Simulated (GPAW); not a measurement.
Wanted: an ASE script for a GPAW 26.7.0 run.

```yaml
Task: relaxation of cell and atoms
Functional: LDA
Potentials_or_basis: the program's PAW data sets (release 1.2.1) made for this functional
Cutoff: 600 eV
Basis: pw
k_mesh: 7 × 7 × 6
Occupations: fermi-dirac, width 0.05 eV
Spin: no spin polarisation
Target_pressure: 2 GPa
Maxiter: 150
Optimizer: BFGS
Fmax: 0.02 eV/Å
Max_steps: 60
Target_pressure: 2 GPa
Convergence: density=1e-05 forces=0.0001
```

Crystal: SiSe.

```
Si Se
1.0
     3.59520    0.00000    0.00000
    -1.79760    3.11353    0.00000
     0.00000    0.00000    3.59873
Si Se
1 1
Direct
  0.66667 0.33333 0.50000
  0.00000 0.00000 0.00000
```

The cell was built by a generator and needn't be a form met in nature.

One way to write it, as run:

run.py

```python
from ase import Atoms
from ase.filters import FrechetCellFilter
from ase.io import write
from ase.optimize import BFGS
from ase.units import GPa
from gpaw import GPAW, PW

atoms = Atoms(['Si', 'Se'],
              cell=[[3.5951980377, 0.0, 0.0],
                    [-1.7975990189, 3.1135328323, 0.0],
                    [0.0, 0.0, 3.59873]],
              scaled_positions=[[0.66667, 0.33333, 0.5],
                                [0.0000033333, -0.0000033333, 0.0]],
              pbc=True)

calc = GPAW(mode=PW(600),
            xc='LDA',
            kpts={'size': (7, 7, 6), 'gamma': True},
            occupations={'name': 'fermi-dirac', 'width': 0.05},
            nbands=13,
            convergence={'density': 1e-05, 'forces': 0.0001},
            maxiter=150,
            txt='gpaw.txt')
atoms.calc = calc
opt = BFGS(FrechetCellFilter(atoms, scalar_pressure=2 * GPa), trajectory='relax.traj', logfile='-')
done = opt.run(fmax=0.02, steps=60)
calc.write('gs.gpw')
write('result.traj', atoms)
print('Converged:', done)
print('Cell:', atoms.cell.cellpar().round(4))
print('Volume:', round(atoms.get_volume(), 4))
print(atoms.get_scaled_positions().round(5))
```

Potentials or basis: the program's PAW data sets (release 1.2.1) made for this functional, pw.

Run with:

```sh
$ OMP_NUM_THREADS=1 python run.py
```

Results of the run:

```yaml
Relaxed_volume: 18.22 Å³/atom
Relaxed_cell: a = 3.449 Å, b = 3.449 Å, c = 3.538 Å, α = 90.00°, β = 90.00°, γ = 120.00°
Space_group_after_relaxing_to_0.05_Å: P-6m2 (No. 187)
Energy_change_on_relaxing_the_enthalpy_is_what_falls: -17.3 meV/atom
Ionic_steps: 8
Pressure_after_relaxing: 2.0 GPa
Band_gap_on_the_k_mesh: none (metal or under the smearing width)
```

Caveat: later steps reuse the first step's grids.

Run time: 85 s on 1 thread of Arm Neoverse V2 (shared host), peak memory 0.29 GiB.
